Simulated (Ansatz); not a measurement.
# BBrS: the cost of one run

Computed with Ansatz 0.2.0 (the levels named in each step, unless a step's input says otherwise).

### Step 1. The starting structure

Bond lengths: S1–B2 1.606 Å, B2–Br3 1.813 Å. Angles: S1–B2–Br3 180.0°.

As a file:

```xyz
3

S     0.0000    0.0000   -1.6748
B     0.0000    0.0000   -0.0691
Br    0.0000    0.0000    1.7439
```

### Step 2. A rough first relaxation, PBE-D4/def2-SVP

File input.yaml:

```yaml
crystal:
  periodic: [false, false, false]
  atoms:
    - { symbol: S, position_ang: [0.0, 0.0, -1.67479] }
    - { symbol: B, position_ang: [0.0, 0.0, -0.06909] }
    - { symbol: Br, position_ang: [0.0, 0.0, 1.74388] }
basis:
  gaussian: { orbitals: def2-SVP }
hamiltonian:
  xc: pbe
  dispersion: d4
relax:
  f_tol: 0.03
  max_steps: 200
```

Command:

```bash
> ansatz run input.yaml --threads 2 --pin off --max-ram 5120MiB --backend cpu --events-out ev --progress --plain --runs-dir out
```

What time and memory should one allow on 2 threads of Intel Xeon at 2.50GHz (Skylake/Cascade Lake), shared host?

About 9.1 s, with a peak of 0.12 GiB.
